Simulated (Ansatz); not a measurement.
# Zr2: the cost of one run

Program: Ansatz 0.2.0, Gaussian basis. Level of theory: def2-TZVPP, core rule «outside noble gas», up to 8 orbitals frozen. These are calculated values, not measurements.

To be run: UHF; ROHF; CCSD(T) on UHF.

2 further runs of the same task are left out: 2 set aside as unsound or not needed.

## Step 1: What is computed

The geometry is a PBE0/def2-TZVP stationary point (not a proven minimum) of the parent state, kept for this charge and spin. No spin-orbit coupling is included. Elements past krypton take def2 core potentials.

2 atoms, charge 0, spin multiplicity 3.

Atoms are counted from 1 here; the program's logs count them from 0.

Bond lengths: Zr1–Zr2 2.267 Å.

## Step 2: UHF

in.yaml

```yaml
crystal:
  periodic: [false, false, false]
  atoms:
    - {symbol: Zr, position_ang: [0.000000, 0.000000, 0.000000]}
    - {symbol: Zr, position_ang: [0.000000, 0.000000, 2.267200]}
basis:
  gaussian: {orbitals: def2-TZVPP}
magnetization: {spin_polarized: true, initial_magnetization: 2}
hamiltonian: {xc: hf}
output: {orbitals: {seedname: orbitals}}
```

Started as:

```sh
$ ansatz run in.yaml --threads 1 --pin off --events-out ev --progress --plain --max-ram 2560MiB --backend cpu
```

What time and memory should one allow on 1 thread of AMD EPYC 7R13, shared host?

About 30 s, with a peak of 0.27 GiB.
